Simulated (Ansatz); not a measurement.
Task: energies of removing a hydrogen of CH3BBrGeN, SMILES Br[B]1N=[CH][GeH2]1, with the Python package of Ansatz (0.2.0). Give the script and its output. Level of theory (for the species named): CAM-B3LYP, def2-TZVP basis, multiplicity 1.

| atom | x (Å) | y (Å) | z (Å) |
| --- | --- | --- | --- |
| Br | -2.9932 | -0.4104 | 0.6798 |
| B | -1.1026 | 0.0437 | 0.4402 |
| N | -0.1253 | 0.9884 | 1.1202 |
| C | 1.0923 | 0.7481 | 0.4597 |
| Ge | 0.2613 | -0.5549 | -0.7193 |
| H | 2.0286 | 1.1398 | 0.5360 |
| H | 0.1505 | -0.0376 | -2.1557 |
| H | 0.7806 | -1.9742 | -0.4165 |

`ch3bbrgen.py`
```python
import ansatz as az


def energy(molecule, charge=0, unpaired=0):
    calc = (
        molecule.calculation()
        .basis(gaussian="def2-TZVP")
        .functional("CAM-B3LYP")
    )
    if charge:
        calc = calc.charge(charge)
    if unpaired:
        calc = calc.spin("collinear", total=unpaired)
    return calc.run(threads=1).report["free_energy_ev"]

GEOMETRY = """
Br   -2.99320   -0.41040    0.67980
B    -1.10260    0.04370    0.44020
N    -0.12530    0.98840    1.12020
C     1.09230    0.74810    0.45970
Ge    0.26130   -0.55490   -0.71930
H     2.02860    1.13980    0.53600
H     0.15050   -0.03760   -2.15570
H     0.78060   -1.97420   -0.41650
"""

def without(molecule, index):
    rest = az.Crystal.molecule()
    for i, site in enumerate(molecule.cartesian_sites):
        if i != index:
            rest = rest.atom(site.symbol, site.position_ang)
    return rest

mol = az.Crystal.molecule()
for line in GEOMETRY.strip().splitlines():
    symbol, *xyz = line.split()
    mol = mol.atom(symbol, [float(v) for v in xyz])

whole = energy(mol, 0)
hydrogen = energy(az.Crystal.molecule().atom("H", (0, 0, 0)), 0, 1)
print(f"E(molecule) = {whole:.5f} eV, E(H) = {hydrogen:.5f} eV")
for index in [5, 7]:
    radical = energy(without(mol, index), 0, 1)
    print(f"H{index}: homolysis {23.060548 * (radical + hydrogen - whole):.1f} kcal/mol")
    anion = energy(without(mol, index), -1)
    print(f"H{index}: loss of a proton {23.060548 * (anion - whole):.1f} kcal/mol")
```

```console
$ python ch3bbrgen.py
E(molecule) = -129820.86035 eV, E(H) = -13.57334 eV
H5: homolysis 98.4 kcal/mol
H5: loss of a proton 371.9 kcal/mol
H7: homolysis 79.2 kcal/mol
H7: loss of a proton 362.9 kcal/mol
```

Caveats:
- Total energies depend on the basis set; only differences at equal settings carry meaning.
- The geometry is a force-field or estimated start, not a minimum of this method, and the basis set is short of its limit. All parts are taken at fixed geometry, without zero-point energy.
- The spin-orbit lowering of heavy atoms is left out.
- Anions want diffuse functions, which this basis lacks.
- Finished in 2.2 min on 1 thread of Arm Neoverse V1, on a shared host, peak memory 0.99 GiB.

(Lines on the test bed's own set-up are left out of the output.)
